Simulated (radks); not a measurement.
# The Coulomb parameter U of the 5d shell of Pt

An exercise on one series of results from a longer session: the logs are not shown, and one member is left open.

Program: radks (a radial shooting solver on a logarithmic mesh, Libxc functionals) version 1. Level of theory: scalar-relativistic Kohn-Sham, PBE, spin-unpolarised, spherical densities, finite nucleus. These are calculated values, not measurements, unless marked.

### Starting point

| Property | Result |
| --- | --- |
| element | platinum (Z = 78) |
| charge | 0 |
| electrons | 78 |
| configuration | [Xe] 4f14 5d9 6s1 |
| nuclear rms radius | 5.427 fm |

The outer shells:

Pt
```
[Xe] core
4f [↑↓][↑↓][↑↓][↑↓][↑↓][↑↓][↑↓]
5d [↑↓][↑↓][↑↓][↑↓][↑ ]
6s [↑ ]
```

The first run:

Input:

```text
Z 78
configuration [Xe] 4f14 5d9 6s1
relativity scalar-relativistic
functional pbe,pbe
spin unpolarised
nucleus finite rms 5.427 fm
c 137.035999084
```

Among the steps run: Start: [Xe] 4f14 5d9 6s1.

One table of the session follows, with a row left open; its other results are not shown here.

It belongs to the step «Start: [Xe] 4f14 5d9 6s1». Sizes of the orbitals, from the radial functions (bohr):

| level | <r> | outermost maximum (interpolated) | 90 % within | nodes |
| --- | --- | --- | --- | --- |
| 4s | 0.4151 | 0.390 | 0.595 | 3 |
| 4p | 0.4419 | 0.410 | 0.641 | 2 |
| 4d | 0.4682 | 0.418 | 0.699 | 1 |
| 5s | 0.9527 | 0.869 | 1.36 | 4 |
| 4f | 0.5161 | 0.385 | 0.833 | 0 |
| 5p | 1.105 | 0.978 | 1.61 | 3 |
| 5d | 1.699 | 1.26 | 2.71 | 2 |
| 6s | ? | ? | ? | ? |

**Question.** Estimate the row for 6s.

As computed: <r>: 2.934; outermost maximum (interpolated): 2.38; 90 % within: 4.44; nodes: 5. In the column «<r>» it is the highest.
